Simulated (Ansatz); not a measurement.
# CH6NOSb: a ladder of functionals and wavefunction methods

How much do the methods differ for CH6NOSb? The plan is to run it at one geometry with functionals of several rungs and with coupled cluster, and see how far each lands from CCSD(T) at the basis-set limit for the atomisation energy.

Computed with Ansatz 0.2.0, Gaussian basis. Level: functionals in def2-TZVPP, the program's frozen cores in correlated methods.

Levels to be run: PBE-D4, r2SCAN-D4, PBE0-D4, B3LYP-D4, ωB97X-V, ωB97M-V, B2PLYP; CCSD(T)/def2-TZVPP; MP2/def2-QZVPP; extrapolation to the limit.

## (1) Structure used throughout

The geometry comes from an earlier relaxation with PBE0-D4 in a triple-zeta def2 set; it is a stationary point, not always the lowest conformer. Sb takes the def2 core potential; no spin-orbit term is included.

SMILES `C[O][SbH][NH2]`, 10 atoms, charge 0, spin multiplicity 1.

Atoms are counted from 1 here; the program's logs count them from 0.

Bond lengths: C1–O2 1.404 Å, C1–H5 1.094 Å, C1–H6 1.099 Å, C1–H7 1.100 Å, O2–Sb3 1.979 Å, Sb3–N4 2.012 Å, Sb3–H8 1.710 Å, N4–H9 1.011 Å, N4–H10 1.010 Å. Angles: O2–C1–H5 108.3°, O2–C1–H6 112.2°, O2–C1–H7 112.9°, H5–C1–H6 107.7°, H5–C1–H7 107.7°, H6–C1–H7 107.9°, C1–O2–Sb3 118.0°, O2–Sb3–N4 101.9°, O2–Sb3–H8 89.1°, N4–Sb3–H8 92.3°, Sb3–N4–H9 116.0°, Sb3–N4–H10 115.1°, H9–N4–H10 109.7°.

## (2) PBE-D4 (GGA)

Input file in.yaml:

```yaml
crystal:
  periodic: [false, false, false]
  atoms:
    - {symbol: C, position_ang: [-0.718975, 0.441811, -1.501626]}
    - {symbol: O, position_ang: [-0.648175, -0.656233, -0.630346]}
    - {symbol: Sb, position_ang: [1.079833, -1.026582, 0.259563]}
    - {symbol: N, position_ang: [0.949636, 0.119684, 1.908390]}
    - {symbol: H, position_ang: [-1.661068, 0.382201, -2.053971]}
    - {symbol: H, position_ang: [-0.706913, 1.399714, -0.963131]}
    - {symbol: H, position_ang: [0.098774, 0.457196, -2.237093]}
    - {symbol: H, position_ang: [0.356020, -2.360593, 1.047288]}
    - {symbol: H, position_ang: [0.053089, 0.124323, 2.375899]}
    - {symbol: H, position_ang: [1.281077, 1.067381, 1.797826]}
basis:
  gaussian: {orbitals: def2-TZVPP}
hamiltonian: {xc: pbe, dispersion: d4}
output: {forces: true, orbitals: {seedname: orbitals}}
```

Launch:

```sh
> ansatz run in.yaml --threads 4 --pin off --events-out ev --progress --plain --max-ram 10444MiB
```

The runs that follow: r2SCAN-D4 (meta-GGA); PBE0-D4 (hybrid); B3LYP-D4 (hybrid); ωB97X-V (range-separated); ωB97M-V (range-separated); B2PLYP (double hybrid); CCSD(T) in def2-TZVPP; MP2 in def2-QZVPP.

Q: Predict the results of all the runs planned. Wanted: atomisation energy, CCSD(T)/CBS; farthest; mean size of error, hybrid; mean size of error, range-separated; gap, smallest and largest; T1 diagnostic; triples share of the correlation energy.

The runs gave:

```
                               quantity                                  value
        atomisation energy, CCSD(T)/CBS                              33.978 eV
    functionals within 0.340 eV (1.0 %)  r2SCAN-D4, B3LYP-D4, ωB97X-V, ωB97M-V
                               farthest                     PBE-D4 (+0.693 eV)
             mean size of error, hybrid                               0.218 eV
    mean size of error, range-separated                               0.114 eV
              gap, smallest and largest   4.45 eV (PBE-D4), 10.74 eV (ωB97X-V)
                          T1 diagnostic                                 0.0140
triples share of the correlation energy                                  3.5 %
```

PBE-D4 is off by +0.693 eV. Double hybrids carry the basis error of their MP2 part in triple zeta, and no dispersion term here, so their miss is partly the set-up's. The reference freezes the cores and leaves out spin-orbit coupling and excitations past (T), and its outer-core shells are covered unevenly, so misses under about 0.340 eV can't be ranked. All levels share the lack of spin-orbit coupling, which lowers the free heavy atoms and so the true binding. Hartree-Fock recovers 65 % of the binding; the rest is correlation. Orbital gaps span 4.5 to 10.7 eV; exact exchange widens them. Correlated methods include outer-core shells of Sb, which these sets cover unevenly.
